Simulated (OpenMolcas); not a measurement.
# Tc³⁺ among point charges: CASSCF and CASPT2 levels and susceptibility

How does a field of 6 point charges split the states of Tc³⁺, and what χT follows?

The numbers are computed with OpenMolcas 26.06 (state-averaged CASSCF and CASPT2, spin-orbit coupling by RASSI with atomic mean-field integrals), except any that are marked as measured or tabulated.

**1. Starting point**

| Item | Value |
| --- | --- |
| Species | Tc³⁺ (technetium, Z = 43, 40 electrons) |
| Basis | ANO-RCC-VDZP [6s5p3d1f], 43 functions |
| Scalar Hamiltonian | DKH2, point nucleus |
| Inactive shells | 1s 2s 2p 3s 3p 3d 4s 4p |
| Active space | 4 electrons in 5 orbitals (4d) |
| Some configurations of this space | 4d4 |
| Orbitals | optimised for each spin and parity, averaged over all roots |

The outer shells:

4d4
```
4d [↑ ][↑ ][↑ ][↑ ][  ]
```

The ion sits among 6 point charges of -0.5 e arranged as a trigonal antiprism (D3d), 1.83 Å from the ion, with a polar angle of 47.1° against the regular 54.74°.

The work runs as a chain of OpenMolcas steps in one folder; each step below is one input file. Labels, J, g values, rates, χT and fits are worked out afterwards by a script from the matrices that RASSI stores. The input lists half of the charges; inversion (Group=XYZ) makes the rest.

**2. Basis and integrals**

a.inp

```
&GATEWAY
Coord
1

Tc 0.0 0.0 0.0
Basis=ANO-RCC-VDZP
Group=XYZ
NoMove
AngMom=0.0 0.0 0.0
AMFI
XField
3 Angstrom 0
0.000000 1.339958 1.246360 -0.500000
1.160438 -0.669979 1.246360 -0.500000
1.160438 0.669979 -1.246360 -0.500000
&SEWARD
```

Run with:

```bash
$ OMP_NUM_THREADS=1 MOLCAS_MEM=1689 MOLCAS_PROJECT=a pymolcas a.inp > a.log
```

**3. CASSCF: quintets of even parity, 5 roots**

a.inp

```
&RASSCF
FileOrb=start.orb
Symmetry=1
Spin=5
nActEl=4 0 0
Inactive=9 9
Ras2=5 0
CIRoot=5 5 1
SDav=5
CIMx=300
Iter=120 100
PrWF=0.3
OrbListing=Nothing
MaxOrb=0
>>> COPY $Project.JobIph JOB001
```

start.orb holds the contracted functions of the basis, ordered by shell, or the orbitals of the step before.

**4. Reference wave functions, triplets of even parity, 45 roots**

a.inp

```
&RASSCF
FileOrb=start.orb
Symmetry=1
Spin=3
nActEl=4 0 0
Inactive=9 9
Ras2=5 0
CIRoot=45 45 1
SDav=45
CIMx=300
Iter=120 100
PrWF=0.3
OrbListing=Nothing
MaxOrb=0
>>> COPY $Project.JobIph JOB002
```

**5. Reference wave functions, singlets of even parity, 50 roots**

a.inp

```
&RASSCF
FileOrb=start.orb
Symmetry=1
Spin=1
nActEl=4 0 0
Inactive=9 9
Ras2=5 0
CIRoot=50 50 1
SDav=50
CIMx=300
Iter=120 100
PrWF=0.3
OrbListing=Nothing
MaxOrb=0
>>> COPY $Project.JobIph JOB003
```

**6. State interaction with spin-orbit coupling**

a.inp

```
&RASSI
NrOfJobIphs=3 5 45 50
1 2 3 4 5
1 2 3 4 5 6 7 8 9 10 11 12 13 14 15 16 17 18 19 20 21 22 23 24 25 26 27
28 29 30 31 32 33 34 35 36 37 38 39 40 41 42 43 44 45
1 2 3 4 5 6 7 8 9 10 11 12 13 14 15 16 17 18 19 20 21 22 23 24 25 26 27
28 29 30 31 32 33 34 35 36 37 38 39 40 41 42 43 44 45 46 47 48 49 50
IphNames
JOB001
JOB002
JOB003
EJob
SpinOrbit
DIPRint=1.0
SOCoupling=1000.0
Subsets=2
Property=9
'ANGMOM' 1 'ANGMOM' 2 'ANGMOM' 3 'MLTPL  1' 1 'MLTPL  1' 2 'MLTPL  1' 3
'AMFI' 1 'AMFI' 2 'AMFI' 3
SOProperty=3
'ANGMOM' 1 'ANGMOM' 2 'ANGMOM' 3
```

**7. CASPT2: IPEA 0.25, imaginary shift 0.1 (closed shells correlated: 4s 4p)**

a.inp

```
>>> COPY JOB001 $Project.JobIph
&CASPT2
Multistate=5 1 2 3 4 5
NoMult
Frozen=8 6
IPEA=0.25
Imaginary=0.1
MaxIter=60
WThr=0.0 0.3 0.05
PrWF=0.5
NoMix
>>> COPY JOB002 $Project.JobIph
&CASPT2
Multistate=45 1 2 3 4 5 6 7 8 9 10 11 12 13 14 15 16 17 18 19 20 21 22
23 24 25 26 27 28 29 30 31 32 33 34 35 36 37 38 39 40 41 42 43 44 45
NoMult
Frozen=8 6
IPEA=0.25
Imaginary=0.1
MaxIter=60
WThr=0.0 0.3 0.05
PrWF=0.5
NoMix
>>> COPY JOB003 $Project.JobIph
&CASPT2
Multistate=50 1 2 3 4 5 6 7 8 9 10 11 12 13 14 15 16 17 18 19 20 21 22
23 24 25 26 27 28 29 30 31 32 33 34 35 36 37 38 39 40 41 42 43 44 45 46
47 48 49 50
NoMult
Frozen=8 6
IPEA=0.25
Imaginary=0.1
MaxIter=60
WThr=0.0 0.3 0.05
PrWF=0.5
NoMix
```

(Steps that only read results are left out.)

What does the calculation give? Wanted: spin-free ground state; first state of the same spin within the active space; lowest level; next level.

**Answer**, as computed:

```
                                            quantity                                                                        value
                                              method  SS-CASPT2, IPEA 0.25, imaginary shift 0.1 (closed shells correlated: 4s 4p)
                              spin-free ground state                                               5E, 2-fold in its orbital part
first state of the same spin within the active space                                                             5A1 at 3080 cm⁻¹
                                        lowest level                                                                    1-fold A1
                                          next level                                                                    67.3 cm⁻¹
                                         χT at 300 K                                                               1.80 cm³ K/mol
                           effective moment at 300 K                                                                      3.80 μB
```

Cost by method:

| method | time of its own steps | time with the reference |
| --- | --- | --- |
| A. CASSCF | 20 s | 20 s |
| B. SS-CASPT2, IPEA 0.25, imaginary shift 0.1, +4s 4p | 5.2 s | 25 s |

Times are of one thread on a shared host.

The spin-free ground state (5E) comes to 100 % from free-ion D terms and keeps the highest spin of the shell. χT at 300 K is 1.80, against 3.01 cm³ K/mol for the spin alone, so spin-orbit coupling lowers it. An active space of the d shell alone favours high spin; real ions in strong fields can be low spin. CASPT2 does not keep the components of a term degenerate, and the means are used. The field of point charges can differ much from that of real complexes. With metal d orbitals alone active, the gaps between spin states are rough; where two lie within a few thousand cm-1, their order is open. This is an electrostatic model: the charges have no orbitals.
